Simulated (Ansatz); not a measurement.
Crystal: AlO2.

```xyz
6
Lattice="1.4882 -5.4028 0.0000 1.4882 5.4028 0.0000 0.0000 0.0000 3.6466" Properties=species:S:1:pos:R:3 pbc="T T T"
Al    1.4882   -1.8168    2.7350
Al    1.4882    1.8168    0.9117
O     1.4882    4.7429    2.7350
O     1.4882   -4.7429    0.9117
O     1.4882    2.2240    2.7350
O     1.4882   -2.2240    0.9117
```

The cell comes from a database or a generator and needn't be the stable form of this composition.

- Program: Ansatz 0.2.0
- Task: relaxation of cell and atoms
- Functional: PBEsol
- Potentials or basis: Ansatz PAW
- Cutoff: 420 eV (not typed: the program's choice for these potentials)
- k mesh: 9 × 9 × 7
- Occupations: fermi-dirac, width 0.05 eV
- Spin: no spin polarisation

At the start: volume 9.77 Å³/atom.

Problem. How do energy, volume and symmetry change on relaxing?

Solution. It ends after 13 steps and the volume is 8.59 Å³/atom (-12.1 %); space group Cmcm (No. 63, to 0.05 Å).

Step by step:
```
step  energy change (eV)  largest force (eV/Å)  volume (Å³)
   1              0.0000                0.6407        58.64
   2             -0.3638                1.8085        55.02
   3             -0.7123                1.5392        52.23
   4             -0.7477                1.1744        49.29
   5             -0.9258                0.2319        52.18
   6             -0.9356                0.0989        51.74
   7             -0.9368                0.0297        51.70
   8             -0.9367                0.0045        51.73
   9             -0.9366                0.0012        51.74
  10             -0.9172                0.0011        51.74
  11             -0.9191                0.0166        51.53
  12             -0.9191                0.0005        51.53
  13             -0.9178                0.0004        51.53
```

Final structure:
```xyz
6
Lattice="1.4566 -4.9248 0.0000 1.4566 4.9248 0.0000 0.0000 0.0000 3.5919" Properties=species:S:1:pos:R:3 pbc="T T T"
Al    1.4566   -1.5928    2.6939
Al    1.4566    1.5928    0.8980
O     1.4566    4.6457    2.6939
O     1.4566   -4.6457    0.8980
O     1.4566    2.0183    2.6939
O     1.4566   -2.0183    0.8980
```

Caveat: the plane-wave basis is chosen anew once the cell has moved, so the energies of steps on either side of that aren't comparable; the pressure holds a Pulay correction of +1.0 GPa for the finite cutoff; the PAW data sets come from PBE, with cores solved anew for the run's functional, which leaves a small shift of forces and pressure.
